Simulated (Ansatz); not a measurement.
# BGeNH6 (SMILES B[NH][GeH3]) at wB97M-V/6-31G(d) (spherical functions)

Aim: the electronic atomisation energy of BGeNH6 at wB97M-V/6-31G* (spherical functions), from 5 runs. 

Program for the calculation: Ansatz 0.2.0.

69 further runs of the same task are left out: 69 set aside as unsound or not needed.

## Step 1: Starting point

The species is BGeNH6 (9 atoms), meant as a singlet with charge 0. SMILES: `B[NH][GeH3]`. The coordinates come from a PBE0-D4/def2-TZVP relaxation.

Bond lengths: B1–N2 1.392 Å, N2–Ge3 1.854 Å, B1–H4 1.199 Å, B1–H5 1.199 Å, N2–H6 1.010 Å, Ge3–H7 1.538 Å, Ge3–H8 1.530 Å, Ge3–H9 1.538 Å. Some angles: B1–N2–Ge3 126.2°, B1–N2–H6 117.9°, Ge3–N2–H6 115.9°, N2–B1–H4 119.2°, N2–B1–H5 119.6°, N2–Ge3–H7 109.1°, N2–Ge3–H8 106.5°, N2–Ge3–H9 109.1°, H4–B1–H5 121.2°, H7–Ge3–H8 111.5°.

## Step 2: A single-point energy at wB97M-V/6-31G(d) (spherical functions)

The input, in.yaml:

```yaml
crystal:
  periodic: [false, false, false]
  atoms:
    - {symbol: B, position_ang: [-0.874000, 0.629500, -1.162900]}
    - {symbol: N, position_ang: [-0.023300, 0.687100, -0.062700]}
    - {symbol: Ge, position_ang: [0.665200, -0.761400, 0.866600]}
    - {symbol: H, position_ang: [-1.217900, -0.440700, -1.581000]}
    - {symbol: H, position_ang: [-1.249100, 1.647000, -1.674800]}
    - {symbol: H, position_ang: [0.253900, 1.598400, 0.272500]}
    - {symbol: H, position_ang: [2.201600, -0.714800, 0.804900]}
    - {symbol: H, position_ang: [0.114900, -2.015200, 0.184600]}
    - {symbol: H, position_ang: [0.217300, -0.676000, 2.335700]}
basis:
  gaussian: {orbitals: 6-31G_st_-spherical.json}
hamiltonian: {xc: {name: wB97M-V}}
accuracy: high
output: {orbitals: {seedname: orbitals}}
```

The basis set 6-31G* is read from a file made from the Basis Set Exchange's data (not shown).

Launch:

```sh
$ ansatz run in.yaml --threads 1 --pin off --max-ram 3480MiB --events-out events.jsonl --progress --plain --runs-dir runs
```

Output:

```text
Warning: RAYON_NUM_THREADS=1 ignored (pool sized by the plan → 1); use --threads N
Functional definition: wB97M-V
  name "wB97M-V"
  parameter omega = 0.3/bohr
  parameter cx = 0.15
  parameter cx01 = 1.007
  parameter cx10 = 0.259
  parameter css00 = 0.443
  parameter css04 = -1.437
  parameter css10 = -4.535
  parameter css20 = -3.390
  parameter css43 = 4.278
  parameter cos00 = 1.000
  parameter cos10 = 1.358
  parameter cos20 = 2.924
  parameter cos21 = -8.812
  parameter cos60 = -1.390
  parameter cos61 = 9.142
  parameter b = 6.0
  parameter c = 0.01
  gx(w, u) = 1 - cx + cx01*u + cx10*w
  gss(w, u) = css00 + css04*u^4 + css10*w + css20*w^2 + css43*w^4*u^3
  gos(w, u) = cos00 + cos10*w + (cos20 + cos21*u)*w^2 + (cos60 + cos61*u)*w^6
  exchange = spin_sum(e_x_unif_sr(omega)*gx(b97_w, b97_u_x)) + cx*exact_x_sr(omega) + exact_x_lr(omega)
  correlation = spin_sum(e_c_pw_mod_same_spin*gss(b97_w, b97_u_same))
      + integral(e_c_pw_mod_opposite_spin*gos(b97_w_opposite, b97_u_opposite)) + vv10(b, c)
1655 factors; integrals over basis functions are off by at most 4.5e-9 eV
337 factors; integrals over basis functions are off by at most 2.4e-9 eV
mean field evaluation 1: about -58767.1956 eV, gradient 4.0e1 eV
mean field evaluation 2: about -58766.8782 eV, gradient 4.3e1 eV
mean field evaluation 4: about -58770.3732 eV, gradient 9.7e-1 eV
mean field evaluation 8: about -58770.4782 eV, gradient 1.2e-1 eV
mean field evaluation 16: about -58770.4782 eV, gradient 2.7e-5 eV
mean field -58770.47822162 eV, -2159.7752385834 hartree, gradient 3.5e-8 eV, S^2 0.000000; 0 other end points of the search recorded, 0 dependent functions left out
reference -58770.47822665 eV, -2159.7752387686 hartree; 25, 25 occupied and 47, 47 virtual orbitals, 1655 factors
Total energy: -58770.47822665 eV, -2159.7752387686 hartree
```

Run time: 55 s. Hardware: 1 thread of Arm Neoverse V2, shared host; peak memory 0.49 GiB.

## Step 3: The B atom

The input, molecule.yaml:

```yaml
crystal:
  periodic: [false, false, false]
  atoms:
    - symbol: B
      position_ang: [0.000000, 0.000000, 0.000000]
basis:
  gaussian:
    orbitals: 6-31G_st_-spherical.json
total_charge: 0
magnetization:
  spin_polarized: true
  initial_magnetization: 1
hamiltonian:
  xc: {name: wB97M-V}
accuracy: high
```

The basis set 6-31G* is read from a file made from the Basis Set Exchange's data (not shown).

Run the same way, it converges to -24.63743 Eh (log not shown).

## Step 4: The Ge atom at the same level

The input, run.yaml:

```yaml
crystal:
  periodic: [false, false, false]
  atoms:
    - {symbol: Ge, position_ang: [0.000000, 0.000000, 0.000000]}
basis:
  gaussian:
    orbitals: 6-31G_st_-spherical.json
magnetization:
  spin_polarized: true
  initial_magnetization: 2
hamiltonian:
  xc: {name: wB97M-V}
accuracy: high
```

The basis set 6-31G* is read from a file made from the Basis Set Exchange's data (not shown).

Run the same way, it converges to -2076.52900 Eh (log not shown).

## Step 5: The H atom

The input, in.yaml:

```yaml
crystal:
  periodic: [false, false, false]
  atoms:
    - symbol: H
      position_ang: [0.000000, 0.000000, 0.000000]
basis:
  gaussian: {orbitals: "6-31G*"}
magnetization: {spin_polarized: true, initial_magnetization: 1}
hamiltonian: {xc: {name: wB97M-V}}
accuracy: high
```

Launch:

```sh
$ ansatz run in.yaml --threads 1 --pin off --max-ram 3480MiB --events-out events.jsonl --progress --plain --runs-dir runs
```

Output, cut to the lines that bear on the results:

```text
Warning: RAYON_NUM_THREADS=1 ignored (pool sized by the plan → 1); use --threads N
Functional definition: wB97M-V
  name "wB97M-V"
[...]
  gx(w, u) = 1 - cx + cx01*u + cx10*w
  gss(w, u) = css00 + css04*u^4 + css10*w + css20*w^2 + css43*w^4*u^3
  gos(w, u) = cos00 + cos10*w + (cos20 + cos21*u)*w^2 + (cos60 + cos61*u)*w^6
[...]
      + integral(e_c_pw_mod_opposite_spin*gos(b97_w_opposite, b97_u_opposite)) + vv10(b, c)
3 factors; integrals over basis functions are off by at most 5.4e-10 eV
3 factors; integrals over basis functions are off by at most 5.2e-10 eV
[...]
mean field -13.36299245 eV, -0.4910809148 hartree, gradient 3.2e-8 eV, S^2 0.750000; 0 other end points of the search recorded, 0 dependent functions left out
reference -13.36299388 eV, -0.4910809675 hartree; 1, 0 occupied and 1, 2 virtual orbitals, 3 factors
Total energy: -13.36299388 eV, -0.4910809675 hartree
```

It took 0.42 s on 1 thread of Arm Neoverse V2, shared host; peak memory 0.1 GiB.

## Step 6: The N atom, same level

The input, input.yaml:

```yaml
crystal:
  periodic: [false, false, false]
  atoms:
    - symbol: N
      position_ang: [0.000000, 0.000000, 0.000000]
basis:
  gaussian:
    orbitals: 6-31G_st_-spherical.json
hamiltonian:
  xc: {name: wB97M-V}
magnetization:
  spin_polarized: true
  initial_magnetization: 3
accuracy: high
```

The basis set 6-31G* is read from a file made from the Basis Set Exchange's data (not shown).

Run the same way, it converges to -54.57154 Eh (log not shown).

## Step 7: Outcome

Level: wB97M-V/6-31G* (spherical functions).

```
                     quantity           value
       molecule: total energy  -2159.77524 Eh
        molecule: HOMO energy       -10.38 eV
        molecule: LUMO energy         2.23 eV
      molecule: HOMO–LUMO gap        12.61 eV
         B atom: total energy    -24.63743 Eh
                 B atom: ⟨S²⟩           0.750
        Ge atom: total energy  -2076.52900 Eh
                Ge atom: ⟨S²⟩           2.002
         H atom: total energy     -0.49108 Eh
                 H atom: ⟨S²⟩           0.750
         N atom: total energy    -54.57154 Eh
                 N atom: ⟨S²⟩           3.752
electronic atomisation energy       29.681 eV
```

**Reading.** Taking the molecule apart into free atoms costs 29.68 eV (684 kcal/mol), before zero-point energy and without spin-orbit coupling.
